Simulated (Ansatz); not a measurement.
Crystal: BiTe.

```
CELL_PARAMETERS angstrom
0.00000 3.23500 3.23500
3.23500 0.00000 3.23500
3.23500 3.23500 0.00000
ATOMIC_POSITIONS crystal
Bi 0.00000 0.00000 0.00000
Te 0.50000 0.50000 0.50000
```

- Program: Ansatz 0.2.0
- Task: relaxation of cell and atoms
- Functional: HF
- Potentials or basis: Ansatz PAW
- Cutoff: 420 eV (not typed: the program's choice for these potentials)
- k mesh: 4 × 4 × 4
- Occupations: fermi-dirac, width 0.05 eV
- Spin: no spin polarisation

At the start: volume 33.86 Å³/atom.

Question: How do energy, volume and symmetry change on relaxing?

Answer: It ends after 5 steps and the volume is 35.17 Å³/atom (+3.9 %); space group Fm-3m (No. 225, to 0.05 Å).

Step by step:
```
step  energy change (eV)  largest force (eV/Å)  volume (Å³)
   1              0.0000                0.0000        67.71
   2             -0.0082                0.0000        72.16
   3             -0.0160                0.0000        70.47
   4             -0.0161                0.0000        70.35
   5             -0.0172                0.0000        70.35
```

Final structure:
```xyz
2
Lattice="0.0000 3.2764 3.2764 3.2764 0.0000 3.2764 3.2764 3.2764 0.0000" Properties=species:S:1:pos:R:3 pbc="T T T"
Bi    0.0000    0.0000    0.0000
Te    3.2764    3.2764    3.2764
```

Caveat: the k mesh is coarse (spacing up to 0.42 Å⁻¹), so the values aren't converged, least of all with exact exchange; the plane-wave basis is chosen anew once the cell has moved, so the energies of steps on either side of that aren't comparable; the PAW data sets come from PBE, with cores solved anew for the run's functional, which leaves a small shift of forces and pressure.
